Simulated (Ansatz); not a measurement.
# C2H3FSSi: one species, many methods

An exercise on one series of results from a longer session: the logs are not shown, and one member is left open.

Method: functionals in def2-TZVPP, the program's frozen cores in correlated methods; program: Ansatz 0.2.0, Gaussian basis.

Levels to be run: LDA (SPW92), PBE-D4, revPBE-D4, BLYP-D4, r2SCAN-D4, B97M-V, PBE0-D4, B3LYP-D4, r2SCANh-D4, r2SCAN0-D4, HSE06-D4, BHLYP-D4, CAM-B3LYP-D4, LC-ωPBE, ωB97X-V, ωB97M-V, B2PLYP, PBE-QIDH; CCSD(T)/def2-SVP; CCSD(T)/def2-TZVPP; MP2/def2-QZVPP; extrapolation to the limit; RPA on PBE.

## The relaxed structure

An earlier PBE0-D4 in a triple-zeta def2 set relaxation fixed the geometry.

SMILES `FC1=CS[SiH2]1`, 8 atoms, charge 0, spin multiplicity 1.

Atoms are counted from 1 here; the program's logs count them from 0.

Bond lengths: F1–C2 1.331 Å, C2–C3 1.335 Å, C2–Si5 1.857 Å, C3–S4 1.793 Å, C3–H6 1.085 Å, S4–Si5 2.164 Å, Si5–H7 1.482 Å, Si5–H8 1.482 Å. Angles: F1–C2–C3 126.0°, F1–C2–Si5 136.4°, C3–C2–Si5 97.6°, C2–C3–S4 108.8°, C2–C3–H6 129.7°, S4–C3–H6 121.5°, C3–S4–Si5 75.0°, C2–Si5–S4 78.6°, C2–Si5–H7 117.5°, C2–Si5–H8 117.6°, S4–Si5–H7 114.9°, S4–Si5–H8 114.9°, H7–Si5–H8 110.2°.

The first run:

Contents of in.yaml:

```yaml
crystal:
  periodic: [false, false, false]
  atoms:
    - {symbol: F, position_ang: [-0.142604, 0.331127, 2.154481]}
    - {symbol: C, position_ang: [0.068410, 0.067893, 0.866465]}
    - {symbol: C, position_ang: [1.137868, -0.546463, 0.355305]}
    - {symbol: S, position_ang: [0.945065, -0.659522, -1.423221]}
    - {symbol: Si, position_ang: [-0.840309, 0.347207, -0.728821]}
    - {symbol: H, position_ang: [2.015848, -0.940774, 0.855994]}
    - {symbol: H, position_ang: [-0.990456, 1.745634, -1.196426]}
    - {symbol: H, position_ang: [-2.101623, -0.402102, -0.939576]}
basis:
  gaussian: {orbitals: def2-TZVPP}
hamiltonian: {xc: lda}
output: {orbitals: {seedname: orbitals}}
```

The run is started by

```
> ansatz run in.yaml --threads 2 --pin off --events-out ev --progress --plain --max-ram 4352MiB
```

Among the steps run: LDA; PBE-D4 (GGA); revPBE-D4 (GGA); BLYP-D4 (GGA); r2SCAN-D4 (meta-GGA); B97M-V (meta-GGA); PBE0-D4 (hybrid); B3LYP-D4 (hybrid); r2SCANh-D4 (hybrid); r2SCAN0-D4 (hybrid); HSE06-D4 (hybrid); BHLYP-D4 (hybrid); CAM-B3LYP-D4 (range-separated); LC-ωPBE (range-separated); ωB97X-V (range-separated); ωB97M-V (range-separated); B2PLYP (double hybrid); PBE-QIDH (double hybrid).

One table of the session follows, with a row left open; its other results are not shown here.

It belongs to the step «Orbital energies across the functionals». 

```
  functional  HOMO (eV)  gap (eV)
 LDA (SPW92)          ?         ?
      PBE-D4      -5.35      3.78
   revPBE-D4      -5.29      3.80
     BLYP-D4      -5.18      3.77
   r2SCAN-D4      -5.55      4.15
      B97M-V      -5.65      4.25
     PBE0-D4      -6.48      5.85
    B3LYP-D4      -6.25      5.42
  r2SCANh-D4      -5.98      4.92
  r2SCAN0-D4      -6.62      6.08
    HSE06-D4      -6.09      5.07
    BHLYP-D4      -7.46      7.72
CAM-B3LYP-D4      -7.75      8.13
     LC-ωPBE      -9.10     10.64
     ωB97X-V      -8.74     10.15
     ωB97M-V      -8.60      9.71
```

Estimate the missing values for LDA (SPW92).

As computed: HOMO (eV): -5.51; gap (eV): 3.72. In the column «HOMO (eV)» it lies between r2SCAN-D4 (-5.55) and PBE-D4 (-5.35).
